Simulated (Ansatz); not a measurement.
YbSn3, space group Pm-3m, a convergence test of the plane-wave cutoff

Program: Ansatz's Python interface.

At the Python prompt:
```pycon
>>> import csv
>>> import ansatz as az
>>> FUNCTIONAL = 'pbesol'
>>> MESH = (5, 5, 5)
>>> FILLING = 'fermi_dirac'
>>> SIGMA = 0.05
>>> lattice = az.Lattice.of(
...     (4.861, 0.0, 0.0),
...     (0.0, 4.861, 0.0),
...     (0.0, 0.0, 4.861),
... )
>>> sites = [
...     ('Yb', (0.0, 0.0, 0.0)),
...     ('Sn', (0.0, 0.5, 0.5)),
...     ('Sn', (0.5, 0.0, 0.5)),
...     ('Sn', (0.5, 0.5, 0.0)),
... ]
>>> system = az.Crystal(lattice=lattice)
>>> for symbol, position in sites:
...     system = system.atom(symbol, position)
...
>>> calculation = (
...     system.calculation()
...     .functional(FUNCTIONAL)
...     .kpoints(mesh=MESH)
...     .occupations(FILLING, width=SIGMA)
...     .stress()
... )
>>> rows = []
>>> for value in [300, 350, 400, 450, 500, 550]:
...     rep = calculation.basis(value).run(threads=1).report
...     rows.append((value, rep['free_energy_ev'] / len(rep['lattice']['sites']), rep['n_iterations'], sum(rep['stress_gpa'][i][i] for i in range(3)) / 3, rep['n_pw']))
...
DeckWarning: basis.ecutwfc = 300 eV is below the records' recommended 420 eV, and the density's cutoff is lower with it unless basis.ecutrho_ratio is high enough to keep the records' density cutoff: compare with a run at a higher cutoff
DeckWarning: basis.ecutwfc = 350 eV is below the records' recommended 420 eV, and the density's cutoff is lower with it unless basis.ecutrho_ratio is high enough to keep the records' density cutoff: compare with a run at a higher cutoff
DeckWarning: basis.ecutwfc = 400 eV is below the records' recommended 420 eV, and the density's cutoff is lower with it unless basis.ecutrho_ratio is high enough to keep the records' density cutoff: compare with a run at a higher cutoff
>>> with open('ecut.csv', 'w', newline='') as handle:
...     writer = csv.writer(handle)
...     writer.writerow(['cutoff (eV)', 'F/atom (eV)', 'iterations', 'P (GPa)', 'plane waves'])
...     writer.writerows([round(v, 5) if isinstance(v, float) else v for v in row] for row in rows)
...
56
>>> # differences from the last row
>>> for row in rows[:-1]:
...     shift = 1000 * (row[1] - rows[-1][1])
...     print(f'{row[0]}: {shift:+.2f} meV/atom' + ('  (within 1 meV)' if abs(shift) < 1 else ''))
...
300: +44.20 meV/atom
350: +2.75 meV/atom
400: +1.30 meV/atom
450: +0.35 meV/atom  (within 1 meV)
500: +0.05 meV/atom  (within 1 meV)
```

It writes `ecut.csv`:
```csv
cutoff (eV),F/atom (eV),iterations,P (GPa),plane waves
300,-7881.80246,8,-5.60302,1357
350,-7881.84391,7,-5.82249,1743
400,-7881.84536,7,-5.83156,2103
450,-7881.84631,7,-5.83562,2517
500,-7881.84661,8,-5.83707,2945
550,-7881.84666,8,-5.83705,3407
```

From 450 eV on it stays within 1 meV an atom of the value at 550 eV; the first row (300 eV) is off by 44.2 meV and the last but one by 0.05 meV. The energy falls steadily, as expected when plane waves are added. The pressure moves from -5.60 to -5.84 GPa (the program's stress holds a Pulay correction, so it settles early).

Notes:
- Semilocal functionals put the nearly full 4f shell of Yb too close to the Fermi level.
- The mesh is modest for a metal, so energies can be off by several to tens of meV an atom and pressures by half a GPa or more; differences at equal mesh fare better.
- Pressure is positive in compression.
- The structure is a deposited one; some such entries were measured under pressure or heat, so a shift against it needn't be the functional's error alone.
- Warnings are shown shortened and without file and line.
- Shifts are counted from the last row, which is itself no proven limit.
- Finished in 16 s on 1 thread of Arm Neoverse V2, on a shared host, peak memory 0.47 GiB.

(Lines on the test bed's own set-up are left out of the output.)
